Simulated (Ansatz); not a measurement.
**CH2BClOS: one species, many methods**

The task here is to estimate one member of a computed series from the others.

Computed with Ansatz 0.2.0, Gaussian basis. Level: functionals in def2-TZVPP, the program's frozen cores in correlated methods.

Levels to be run: LDA (SPW92), PBE-D4, revPBE-D4, BLYP-D4, r2SCAN-D4, B97M-V, PBE0-D4, B3LYP-D4, r2SCANh-D4, r2SCAN0-D4, HSE06-D4, BHLYP-D4, CAM-B3LYP-D4, LC-ωPBE, ωB97X-V, ωB97M-V, B2PLYP, PBE-QIDH; CCSD(T)/def2-SVP; CCSD(T)/def2-TZVPP; MP2/def2-QZVPP; extrapolation to the limit; RPA on PBE.

## Structure used throughout

An earlier PBE0-D4 in a triple-zeta def2 set relaxation fixed the geometry.

7 atoms, charge 0, spin multiplicity 1.

Atoms are counted from 1 here; the program's logs count them from 0.

Bond lengths: O1–C2 1.203 Å, C2–B3 1.604 Å, C2–H6 1.118 Å, B3–S4 1.776 Å, B3–Cl5 1.734 Å, S4–H7 1.347 Å. Angles: O1–C2–B3 123.4°, O1–C2–H6 119.4°, B3–C2–H6 117.2°, C2–B3–S4 120.0°, C2–B3–Cl5 119.8°, S4–B3–Cl5 120.3°, B3–S4–H7 95.6°.

Coordinates:

```
O    -1.3217    1.4001    0.8285
C    -0.5072    0.5247    0.7005
B     0.0179    0.0073   -0.7245
S     1.2208   -1.2971   -0.8066
Cl   -0.5933    0.7254   -2.1801
H    -0.0821    0.0329    1.6105
H     1.3267   -1.4614    0.5260
```

The first run:

File in.yaml:

```yaml
crystal:
  periodic: [false, false, false]
  atoms:
    - {symbol: O, position_ang: [-1.321683, 1.400106, 0.828533]}
    - {symbol: C, position_ang: [-0.507218, 0.524668, 0.700497]}
    - {symbol: B, position_ang: [0.017922, 0.007270, -0.724467]}
    - {symbol: S, position_ang: [1.220812, -1.297123, -0.806603]}
    - {symbol: Cl, position_ang: [-0.593266, 0.725444, -2.180144]}
    - {symbol: H, position_ang: [-0.082107, 0.032936, 1.610474]}
    - {symbol: H, position_ang: [1.326740, -1.461403, 0.526009]}
basis:
  gaussian: {orbitals: def2-TZVPP}
hamiltonian: {xc: lda}
output: {orbitals: {seedname: orbitals}}
```

On the command line:

```console
ansatz run in.yaml --threads 2 --pin off --events-out ev --progress --plain --max-ram 4352MiB
```

Steps of the session up to this table: LDA; PBE-D4 (GGA); revPBE-D4 (GGA); BLYP-D4 (GGA); r2SCAN-D4 (meta-GGA); B97M-V (meta-GGA); PBE0-D4 (hybrid); B3LYP-D4 (hybrid); r2SCANh-D4 (hybrid); r2SCAN0-D4 (hybrid); HSE06-D4 (hybrid); BHLYP-D4 (hybrid); CAM-B3LYP-D4 (range-separated); LC-ωPBE (range-separated); ωB97X-V (range-separated); ωB97M-V (range-separated); B2PLYP (double hybrid); PBE-QIDH (double hybrid).

One table of the session follows, with a row left open; its other results are not shown here.

It belongs to the step «Frontier levels by functional». 

```
  functional  HOMO (eV)  LUMO (eV)  gap (eV)
 LDA (SPW92)      -6.12      -4.06      2.05
      PBE-D4      -5.98      -3.81      2.17
   revPBE-D4      -5.92      -3.71      2.21
     BLYP-D4      -5.90      -3.64      2.26
   r2SCAN-D4          ?          ?         ?
      B97M-V      -6.46      -3.59      2.87
     PBE0-D4      -7.56      -2.87      4.69
    B3LYP-D4      -7.33      -3.06      4.27
  r2SCANh-D4      -6.89      -3.34      3.55
  r2SCAN0-D4      -7.78      -2.81      4.97
    HSE06-D4      -7.15      -3.25      3.90
    BHLYP-D4      -9.11      -1.77      7.33
CAM-B3LYP-D4      -9.03      -1.70      7.32
     LC-ωPBE     -10.33      -0.58      9.74
     ωB97X-V     -10.02      -0.62      9.39
     ωB97M-V      -9.91      -0.69      9.22
```

**Question.** Estimate the row for r2SCAN-D4.

Worked estimate for «HOMO (eV)». Against the share of exact exchange, r2SCANh-D4 (0.1, -6.89), r2SCAN0-D4 (0.25, -7.78) give a slope of -5.93 per unit share; at 0 the line stands at -6.30.

**Answer.** HOMO (eV): -6.30; LUMO (eV): -3.70; gap (eV): 2.60. In «HOMO (eV)» the line misses by 0.00.
